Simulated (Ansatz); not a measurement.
Here is an Ansatz input file for C4H10OSi, SMILES C=C(C)[SiH2]OC. Write the same calculation for the Python package.

```yaml
crystal:
  periodic: [false, false, false]
  atoms:
    - { symbol: C, position_ang: [-1.0612, -1.231, 0.9886] }
    - { symbol: C, position_ang: [-1.0156, -0.1926, 0.1343] }
    - { symbol: C, position_ang: [-1.9647, -0.0753, -1.0266] }
    - { symbol: Si, position_ang: [0.2177, 1.2028, 0.3078] }
    - { symbol: O, position_ang: [1.6686, 0.677, 0.9346] }
    - { symbol: C, position_ang: [2.5294, -0.0798, 0.0994] }
    - { symbol: H, position_ang: [-0.3788, -1.3188, 1.8313] }
    - { symbol: H, position_ang: [-1.7884, -2.0297, 0.8717] }
    - { symbol: H, position_ang: [-1.4217, -0.0634, -1.9782] }
    - { symbol: H, position_ang: [-2.565, 0.8384, -0.9531] }
    - { symbol: H, position_ang: [-2.6634, -0.9189, -1.0637] }
    - { symbol: H, position_ang: [0.4631, 1.8, -1.0275] }
    - { symbol: H, position_ang: [-0.3489, 2.242, 1.1989] }
    - { symbol: H, position_ang: [3.4286, -0.3261, 0.6729] }
    - { symbol: H, position_ang: [2.8392, 0.4966, -0.7798] }
    - { symbol: H, position_ang: [2.0613, -1.021, -0.2106] }
basis:
  gaussian:
    orbitals: def2-SVPD
hamiltonian:
  xc:
    name: B97M-V
```

Script `run_energy.py`:
```python
from dataclasses import dataclass

import ansatz as az


@dataclass(frozen=True)
class RunConfig:
    basis_set: str = "def2-SVPD"


opts = RunConfig()

GEOMETRY = """
C    -1.06120   -1.23100    0.98860
C    -1.01560   -0.19260    0.13430
C    -1.96470   -0.07530   -1.02660
Si    0.21770    1.20280    0.30780
O     1.66860    0.67700    0.93460
C     2.52940   -0.07980    0.09940
H    -0.37880   -1.31880    1.83130
H    -1.78840   -2.02970    0.87170
H    -1.42170   -0.06340   -1.97820
H    -2.56500    0.83840   -0.95310
H    -2.66340   -0.91890   -1.06370
H     0.46310    1.80000   -1.02750
H    -0.34890    2.24200    1.19890
H     3.42860   -0.32610    0.67290
H     2.83920    0.49660   -0.77980
H     2.06130   -1.02100   -0.21060
"""

molecule = az.Crystal.molecule()
for line in GEOMETRY.strip().splitlines():
    symbol, *xyz = line.split()
    molecule = molecule.atom(symbol, [float(v) for v in xyz])

calc = (
    molecule.calculation()
    .basis(gaussian=opts.basis_set)
    .functional(az.LibraryFunctional("B97M-V"))
)
outcome = calc.run()
data = outcome.report

for key in ("converged", "free_energy_ev", "reference_energy_ev", "n_frozen", "n_occupied", "n_virtual"):
    print(f"{key:22s} {data[key]}")
```

```console
$ python run_energy.py
converged              True
free_energy_ev         -14226.24967583777
reference_energy_ev    -14226.24967583777
n_frozen               0
n_occupied             [28, 28]
n_virtual              [179, 179]
```

What to keep in mind:
- The settings weren't tested for convergence.
- The geometry is a force-field or estimated start, not a minimum of this method, and the basis set is short of its limit.
- Wall time of the script: 47 s on 1 thread of Arm Neoverse V1, with other jobs on the host, peak memory 0.42 GiB.

(Lines on the test bed's own set-up are left out of the output.)
